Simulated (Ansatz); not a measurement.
# CH5NZn: one species, many methods

Aim: compute CH5NZn with functionals from several rungs and with coupled cluster, and see how far each lands from CCSD(T) at the basis-set limit for the atomisation energy.

The runs use Ansatz 0.2.0, Gaussian basis; functionals in def2-TZVPP, the program's frozen cores in correlated methods.

The runs, in order: LDA (SPW92), PBE-D4, revPBE-D4, BLYP-D4, r2SCAN-D4, B97M-V, PBE0-D4, B3LYP-D4, r2SCANh-D4, r2SCAN0-D4, HSE06-D4, BHLYP-D4, CAM-B3LYP-D4, LC-ωPBE, ωB97X-V, ωB97M-V, B2PLYP, PBE-QIDH; CCSD(T)/def2-SVP; CCSD(T)/def2-TZVPP; MP2/def2-QZVPP; extrapolation to the limit; RPA on PBE.

### Step 1. The geometry

The geometry comes from an earlier relaxation with PBE0-D4 in a triple-zeta def2 set; it is a stationary point, not always the lowest conformer.

SMILES `[CH3][Zn][NH2]`, 8 atoms, charge 0, spin multiplicity 1.

Atoms are counted from 1 here; the program's logs count them from 0.

Bond lengths: C1–Zn2 1.927 Å, C1–H4 1.093 Å, C1–H5 1.092 Å, C1–H6 1.093 Å, Zn2–N3 1.822 Å, N3–H7 1.010 Å, N3–H8 1.010 Å. Angles: Zn2–C1–H4 110.7°, Zn2–C1–H5 111.2°, Zn2–C1–H6 110.8°, H4–C1–H5 108.1°, H4–C1–H6 107.8°, H5–C1–H6 108.2°, C1–Zn2–N3 176.0°, Zn2–N3–H7 119.2°, Zn2–N3–H8 119.2°, H7–N3–H8 108.2°.

### Step 2. LDA

This LDA is Slater exchange with PW92 correlation.

File in.yaml:

```yaml
crystal:
  periodic: [false, false, false]
  atoms:
    - {symbol: C, position_ang: [-0.985819, 1.123399, -0.644567]}
    - {symbol: Zn, position_ang: [0.162442, -0.209962, 0.141044]}
    - {symbol: N, position_ang: [1.160052, -1.487693, 0.972416]}
    - {symbol: H, position_ang: [-1.868375, 0.657904, -1.090124]}
    - {symbol: H, position_ang: [-0.466115, 1.680917, -1.426609]}
    - {symbol: H, position_ang: [-1.328091, 1.834819, 0.110704]}
    - {symbol: H, position_ang: [2.024343, -1.222803, 1.421878]}
    - {symbol: H, position_ang: [1.301563, -2.376590, 0.515248]}
basis:
  gaussian: {orbitals: def2-TZVPP}
hamiltonian: {xc: lda}
output: {orbitals: {seedname: orbitals}}
```

On the command line:

```sh
ansatz run in.yaml --threads 4 --pin off --events-out ev --progress --plain --max-ram 10444MiB
```

After this run come: PBE-D4 (GGA); revPBE-D4 (GGA); BLYP-D4 (GGA); r2SCAN-D4 (meta-GGA); B97M-V (meta-GGA); B3LYP-D4 (hybrid); r2SCANh-D4 (hybrid); r2SCAN0-D4 (hybrid); HSE06-D4 (hybrid); BHLYP-D4 (hybrid); CAM-B3LYP-D4 (range-separated); LC-ωPBE (range-separated); ωB97X-V (range-separated); ωB97M-V (range-separated); B2PLYP (double hybrid); PBE-QIDH (double hybrid); CCSD(T) in def2-SVP; CCSD(T) in def2-TZVPP; MP2 in def2-QZVPP; RPA on PBE orbitals.

Q: Predict the results of all the runs planned. Wanted: atomisation energy, CCSD(T)/CBS; farthest beyond LDA; mean size of error, GGA; mean size of error, meta-GGA; mean size of error, hybrid; mean size of error, range-separated; mean size of error, double hybrid; gap, smallest and largest; T1 diagnostic.

As calculated:

```
                               quantity                                                     value
        atomisation energy, CCSD(T)/CBS                                             2495.0 kJ/mol
 functionals within 12.5 kJ/mol (0.5 %)  r2SCAN-D4, PBE0-D4, B3LYP-D4, HSE06-D4, ωB97X-V, ωB97M-V
                    farthest beyond LDA                                   BHLYP-D4 (-80.7 kJ/mol)
                mean size of error, GGA                                               27.1 kJ/mol
           mean size of error, meta-GGA                                               10.2 kJ/mol
             mean size of error, hybrid                                               24.6 kJ/mol
    mean size of error, range-separated                                               12.9 kJ/mol
      mean size of error, double hybrid                                               23.6 kJ/mol
              gap, smallest and largest                     4.40 eV (BLYP-D4), 11.38 eV (LC-ωPBE)
                          T1 diagnostic                                                    0.0142
triples share of the correlation energy                                                     3.4 %
```

What this shows: The LDA atomisation energy is off by 355.1 kJ/mol (14 %): it overbinds. PBE-D4 misses by +35.7 kJ/mol. Double hybrids carry the basis error of their MP2 part in triple zeta, and no dispersion term here, so their miss is partly the set-up's. By mean error the best rung here is meta-GGA (10.2 kJ/mol) and the worst beyond LDA is GGA (27.1 kJ/mol). The gap between the best rungs is small, so their order is not settled. Misses under about 12.5 kJ/mol are within the doubt on the reference itself, which lacks core-valence correlation, relativity and higher excitations. Hartree-Fock recovers 70 % of the binding; the rest is correlation. CCSD(T) in def2-SVP is off by -179.0 kJ/mol, which most functionals beat. Orbital gaps span 4.4 to 11.4 eV; exact exchange widens them. For Zn the d shell is correlated and the shells below it are frozen.
